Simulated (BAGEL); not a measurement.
**B2H6O2 (SMILES [BH2-]1[OH+][BH2-][OH+]1): B3LYP/6-31G(d) (density fitting with qzvpp-jkfit, spherical functions)**

What is the energy change on altering one bond length of B2H6O2 at B3LYP/6-31G* (density fitting with qzvpp-jkfit, spherical functions)? 

The calculation is run with BAGEL 1.2.2.

### Step 1. The system as given

The species is B2H6O2 (10 atoms), meant as a singlet with charge 0. As SMILES, `[BH2-]1[OH+][BH2-][OH+]1`. The shape is that of a PBE0-D4/def2-TZVP optimisation.

Bond lengths: B1–O2 1.558 Å, O2–B3 1.558 Å, B1–O4 1.558 Å, B3–O4 1.558 Å, B1–H5 1.204 Å, B1–H6 1.196 Å, O2–H7 0.960 Å, B3–H8 1.204 Å, B3–H9 1.196 Å, O4–H10 0.960 Å. Some angles: B1–O2–B3 88.7°, O2–B1–O4 91.1°, O2–B3–O4 91.1°, B1–O4–B3 88.7°, B1–O2–H7 112.2°, B3–O2–H7 112.2°, O2–B1–H5 111.9°, O2–B1–H6 110.2°, O4–B1–H5 111.9°, O4–B1–H6 110.2°.

### Step 2. The energy at B3LYP/6-31G(d) (density fitting with qzvpp-jkfit, spherical functions)

dft.json reads:

```json
{ "bagel" : [

{
  "title" : "molecule",
  "basis" : "6-31gs.json",
  "df_basis" : "qzvpp-jkfit",
  "angstrom" : "true",
  "geometry" : [
    { "atom" : "B", "xyz" : [   -0.454300,    0.871100,   -0.485000 ] },
    { "atom" : "O", "xyz" : [   -1.010100,   -0.446200,    0.134100 ] },
    { "atom" : "B", "xyz" : [    0.389600,   -0.696200,    0.771200 ] },
    { "atom" : "O", "xyz" : [    0.974600,    0.554700,    0.049600 ] },
    { "atom" : "H", "xyz" : [   -0.497800,    0.855800,   -1.688200 ] },
    { "atom" : "H", "xyz" : [   -0.907900,    1.818900,    0.085900 ] },
    { "atom" : "H", "xyz" : [   -1.225800,   -1.099300,   -0.535700 ] },
    { "atom" : "H", "xyz" : [    0.888100,   -1.718000,    0.374900 ] },
    { "atom" : "H", "xyz" : [    0.345300,   -0.508400,    1.951400 ] },
    { "atom" : "H", "xyz" : [    1.581300,    0.316300,   -0.655300 ] }
  ]
},
{
  "title" : "ks",
  "xc_func" : "b3lyp"
},
{
  "title" : "print",
  "file" : "orbitals.molden",
  "orbitals" : "true"
}

]}
```

The basis set 6-31G* is read from a file made from the Basis Set Exchange's data (not shown).

Command:

```sh
$ BAGEL_NUM_THREADS=1 BAGEL dft.json > dft.out
```

Standard output:

```text
* using 1 threads per process

  ===============================================================
  ===============================================================

  *** Geometry ***

  { "atom" : "B", "xyz" : [     -0.858503,      1.646140,     -0.916517 ] },
  { "atom" : "O", "xyz" : [     -1.908812,     -0.843196,      0.253412 ] },
  { "atom" : "B", "xyz" : [      0.736237,     -1.315627,      1.457357 ] },
  { "atom" : "O", "xyz" : [      1.841727,      1.048231,      0.093730 ] },
  { "atom" : "H", "xyz" : [     -0.940706,      1.617228,     -3.190236 ] },
  { "atom" : "H", "xyz" : [     -1.715682,      3.437223,      0.162327 ] },
  { "atom" : "H", "xyz" : [     -2.316426,     -2.077376,     -1.012326 ] },
  { "atom" : "H", "xyz" : [      1.678266,     -3.246549,      0.708458 ] },
  { "atom" : "H", "xyz" : [      0.652522,     -0.960737,      3.687612 ] },
  { "atom" : "H", "xyz" : [      2.988224,      0.597720,     -1.238338 ] },

  Number of auxiliary basis functions:      412

  Since a DF basis is specified, we compute 2- and 3-index integrals:
    o Being stored without compression. Storage requirement is 0.015 GB

  Number of basis functions:       68
  Number of electrons      :       32

    * METHOD: MOLECULE                             0.13

  *** Kohn-Sham DFT ***

    * Removing 20355 points whose weight is below 1.00e-10
    * Grid points: 128705

  === Nuclear Repulsion ===
   122.5349905246

       - DIIS with orbital gradients will be used.

  === KS iteration (b3lyp / 6-31gs.json) ===
      0       -176.75247729          0.15831233           0.24
      1       -167.06303897          0.14108868           0.23
      2       -179.08314481          0.19248147           0.22
      3       -195.39294323          0.15748459           0.22
      4       -195.33806009          0.16030236           0.22
      5       -198.23936460          0.13336549           0.22
      6       -200.26595536          0.10979043           0.22
      7       -203.27678464          0.03921160           0.23
      8       -203.79794613          0.00801197           0.23
      9       -203.81936019          0.00093399           0.23
     10       -203.81952573          0.00050072           0.22
     11       -203.81958110          0.00020063           0.23
     12       -203.81959147          0.00002247           0.23
     13       -203.81959160          0.00001312           0.23
     14       -203.81959164          0.00000101           0.23
     15       -203.81959164          0.00000034           0.23
     16       -203.81959164          0.00000010           0.22
     17       -203.81959164          0.00000004           0.22
     18       -203.81959164          0.00000002           0.23
     19       -203.81959164          0.00000000           0.23
    * SCF iteration converged.

    * Permanent dipole moment:
           (   -0.271813,     0.620162,     0.956076) a.u.

    * METHOD: KS                                   5.10

    * METHOD: PRINT                                0.01

  ===============================================================
```

It took 5.4 s on 1 thread of Arm Neoverse V2, shared host; peak memory 0.4 GiB.

### Step 3. The distorted shape at the same level

input.json reads:

```json
{ "bagel": [

{
  "title": "molecule",
  "basis": "6-31gs.json",
  "df_basis": "qzvpp-jkfit",
  "angstrom": true,
  "geometry": [
    { "atom": "B", "xyz": [      -0.432150,       0.777201,      -1.075096 ] },
    { "atom": "O", "xyz": [      -0.987950,      -0.540099,      -0.455996 ] },
    { "atom": "B", "xyz": [       0.411750,      -0.790099,       0.181104 ] },
    { "atom": "O", "xyz": [       0.996750,       0.460801,      -0.540496 ] },
    { "atom": "H", "xyz": [      -0.475650,       0.761901,      -2.278296 ] },
    { "atom": "H", "xyz": [      -0.885750,       1.725001,      -0.504196 ] },
    { "atom": "H", "xyz": [      -1.203650,      -1.193199,      -1.125796 ] },
    { "atom": "H", "xyz": [       0.910250,      -1.811899,      -0.215196 ] },
    { "atom": "H", "xyz": [       0.345300,      -0.508400,       1.951400 ] },
    { "atom": "H", "xyz": [       1.603450,       0.222401,      -1.245396 ] }
  ]
},

{ "title": "ks", "xc_func": "b3lyp" },

{ "title": "print", "file": "orbitals.molden", "orbitals": true }

]}
```

The basis set 6-31G* is read from a file made from the Basis Set Exchange's data (not shown).

Command:

```sh
$ BAGEL_NUM_THREADS=1 BAGEL input.json > input.out
```

Standard output:

```text
* using 1 threads per process

  ===============================================================
  ===============================================================

  *** Geometry ***

  { "atom" : "B", "xyz" : [     -0.816645,      1.468697,     -2.031637 ] },
  { "atom" : "O", "xyz" : [     -1.866955,     -1.020639,     -0.861708 ] },
  { "atom" : "B", "xyz" : [      0.778095,     -1.493071,      0.342237 ] },
  { "atom" : "O", "xyz" : [      1.883585,      0.870788,     -1.021389 ] },
  { "atom" : "H", "xyz" : [     -0.898848,      1.439784,     -4.305355 ] },
  { "atom" : "H", "xyz" : [     -1.673825,      3.259779,     -0.952792 ] },
  { "atom" : "H", "xyz" : [     -2.274569,     -2.254819,     -2.127446 ] },
  { "atom" : "H", "xyz" : [      1.720123,     -3.423993,     -0.406662 ] },
  { "atom" : "H", "xyz" : [      0.652522,     -0.960737,      3.687612 ] },
  { "atom" : "H", "xyz" : [      3.030081,      0.420277,     -2.353457 ] },

  Number of auxiliary basis functions:      412

  Since a DF basis is specified, we compute 2- and 3-index integrals:
    o Being stored without compression. Storage requirement is 0.015 GB

  Number of basis functions:       68
  Number of electrons      :       32

    * METHOD: MOLECULE                             0.13

  *** Kohn-Sham DFT ***

    * Removing 19802 points whose weight is below 1.00e-10
    * Grid points: 129258

  === Nuclear Repulsion ===
   120.8816830596

       - DIIS with orbital gradients will be used.

  === KS iteration (b3lyp / 6-31gs.json) ===
      0       -176.70921745          0.15797977           0.23
      1       -166.60329226          0.13840257           0.23
      2       -178.98655377          0.18950910           0.23
      3       -194.54182507          0.15143470           0.23
      4       -195.43908825          0.15426521           0.23
      5       -195.14608852          0.15689082           0.23
      6       -195.54855643          0.15421547           0.22
      7       -181.72958714          0.19665057           0.22
      8       -203.39925099          0.03334987           0.22
      9       -203.70869685          0.01287243           0.22
     10       -203.74526236          0.00515100           0.22
     11       -203.75078117          0.00224767           0.22
     12       -203.75282757          0.00042337           0.22
     13       -203.75288404          0.00009538           0.23
     14       -203.75288810          0.00001116           0.23
     15       -203.75288814          0.00000227           0.22
     16       -203.75288814          0.00000222           0.22
     17       -203.75288814          0.00000049           0.22
     18       -203.75288814          0.00000013           0.22
     19       -203.75288814          0.00000003           0.22
     20       -203.75288814          0.00000001           0.22
    * SCF iteration converged.

    * Permanent dipole moment:
           (   -0.258045,     0.633096,     1.431799) a.u.

    * METHOD: KS                                   5.28

    * METHOD: PRINT                                0.01

  ===============================================================
```

It took 5.7 s on 1 thread of Arm Neoverse V2, shared host; peak memory 0.4 GiB.

### Step 4. Summary of results

At B3LYP/6-31G* (density fitting with qzvpp-jkfit, spherical functions):

| quantity | value |
| --- | --- |
| first shape: total energy | -203.81959 Eh |
| first shape: dipole moment | 2.98 D |
| first shape: HOMO energy | -7.88 eV |
| first shape: LUMO energy | 0.99 eV |
| first shape: HOMO–LUMO gap | 8.88 eV |
| distorted shape: total energy | -203.75289 Eh |
| distorted shape: dipole moment | 4.03 D |
| distorted shape: HOMO energy | -6.85 eV |
| distorted shape: LUMO energy | 0.71 eV |
| distorted shape: HOMO–LUMO gap | 7.55 eV |
| energy change with the B3–H9 bond stretched from 1.196 to 1.794 Å | 1.815 eV |

What this shows: With the B3–H9 bond stretched from 1.196 to 1.794 Å the energy rises by 1.82 eV (42 kcal/mol). The first shape isn't relaxed at this level, so the change isn't measured from a minimum.
